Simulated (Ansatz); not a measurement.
# SiTeF₃ radical: a ladder of functionals and wavefunction methods

How much do the methods differ for SiTeF₃ radical? The plan is to run it at one geometry with functionals of several rungs and with coupled cluster, and see how far each lands from CCSD(T) at the basis-set limit for the atomisation energy.

Method: functionals in def2-TZVPP, the program's frozen cores in correlated methods; program: Ansatz 0.2.0, Gaussian basis.

The runs, in order: LDA (SPW92), PBE-D4, revPBE-D4, BLYP-D4, r2SCAN-D4, B97M-V, PBE0-D4, B3LYP-D4, r2SCANh-D4, r2SCAN0-D4, HSE06-D4, BHLYP-D4, CAM-B3LYP-D4, LC-ωPBE, ωB97X-V, ωB97M-V, B2PLYP, PBE-QIDH; CCSD(T)/def2-SVP; CCSD(T)/def2-TZVPP; MP2/def2-QZVPP; extrapolation to the limit; RPA on PBE.

### 1 Structure used throughout

All runs share one geometry, relaxed beforehand with PBE0-D4 in a triple-zeta def2 set. Te takes the def2 core potential; no spin-orbit term is included.

5 atoms, charge 0, spin multiplicity 2.

Atoms are counted from 1 here; the program's logs count them from 0.

Bond lengths: F1–Si2 1.576 Å, Si2–F3 1.577 Å, Si2–F4 1.576 Å, Si2–Te5 2.452 Å. Angles: F1–Si2–F3 108.0°, F1–Si2–F4 106.0°, F1–Si2–Te5 113.0°, F3–Si2–F4 108.1°, F3–Si2–Te5 108.7°, F4–Si2–Te5 112.9°.

### 2 LDA

This LDA is Slater exchange with PW92 correlation.

Input file in.yaml:

```yaml
crystal:
  periodic: [false, false, false]
  atoms:
    - {symbol: F, position_ang: [0.044565, -0.014582, 1.633055]}
    - {symbol: Si, position_ang: [0.091204, -0.111335, 0.060637]}
    - {symbol: F, position_ang: [-0.499037, -1.511787, -0.358746]}
    - {symbol: F, position_ang: [1.617735, -0.087588, -0.330712]}
    - {symbol: Te, position_ang: [-1.204667, 1.651691, -1.045734]}
basis:
  gaussian: {orbitals: def2-TZVPP}
magnetization: {spin_polarized: true, initial_magnetization: 1}
hamiltonian: {xc: lda}
output: {orbitals: {seedname: orbitals}}
```

Launch:

```console
> ansatz run in.yaml --threads 4 --pin off --events-out ev --progress --plain --max-ram 10444MiB
```

The runs that follow: PBE-D4 (GGA); revPBE-D4 (GGA); BLYP-D4 (GGA); r2SCAN-D4 (meta-GGA); B97M-V (meta-GGA); B3LYP-D4 (hybrid); r2SCANh-D4 (hybrid); r2SCAN0-D4 (hybrid); HSE06-D4 (hybrid); BHLYP-D4 (hybrid); CAM-B3LYP-D4 (range-separated); LC-ωPBE (range-separated); ωB97X-V (range-separated); ωB97M-V (range-separated); B2PLYP (double hybrid); PBE-QIDH (double hybrid); CCSD(T) in def2-SVP; CCSD(T) in def2-TZVPP; MP2 in def2-QZVPP; RPA on PBE orbitals.

Q: Predict the results of all the runs planned. Wanted: atomisation energy, CCSD(T)/CBS; farthest beyond LDA; mean size of error, GGA; mean size of error, meta-GGA; mean size of error, hybrid; mean size of error, range-separated; mean size of error, double hybrid; gap, smallest and largest; T1 diagnostic.

The runs gave:

| quantity | value |
| --- | --- |
| atomisation energy, CCSD(T)/CBS | 2003.6 kJ/mol |
| functionals within 20.0 kJ/mol (1.0 %) | PBE-D4, r2SCAN-D4, ωB97X-V |
| farthest beyond LDA | BHLYP-D4 (-128.7 kJ/mol) |
| mean size of error, GGA | 35.0 kJ/mol |
| mean size of error, meta-GGA | 16.5 kJ/mol |
| mean size of error, hybrid | 66.1 kJ/mol |
| mean size of error, range-separated | 23.2 kJ/mol |
| mean size of error, double hybrid | 48.6 kJ/mol |
| gap, smallest and largest | -0.09 eV (LDA (SPW92)), 7.18 eV (LC-ωPBE) |
| T1 diagnostic | 0.0116 |
| triples share of the correlation energy | 2.6 % |

What this shows: LDA overbinds by 308.1 kJ/mol (15 %). PBE-D4 misses by +13.4 kJ/mol. Double hybrids carry the basis error of their MP2 part in triple zeta, and no dispersion term here, so their miss is partly the set-up's. Taken by rung, meta-GGA functionals do best (16.5 kJ/mol on average) and hybrid ones worst beyond LDA (66.1 kJ/mol). double hybrid functionals lie within the reference's doubt of that worst mean (48.6 kJ/mol), so those two tie. The gap between the best rungs is small, so their order is not settled. The mean of the hybrids holds BHLYP, with half exact exchange. RPA and LDA stand outside this count. The reference freezes the cores and leaves out spin-orbit coupling and excitations past (T), and its outer-core shells are covered unevenly, so misses under about 20.0 kJ/mol can't be ranked. All levels share the lack of spin-orbit coupling, which lowers the free heavy atoms and so the true binding. Hartree-Fock recovers 72 % of the binding; the rest is correlation. CCSD(T) in def2-SVP is off by -243.6 kJ/mol, more than most functionals: a good method in a small basis is no reference. Orbital gaps span -0.1 to 7.2 eV; exact exchange widens them. A negative gap means that an empty level lies below a filled one: whole occupations of an open shell aren't an aufbau state there. Correlated methods include outer-core shells of Te, which these sets cover unevenly.
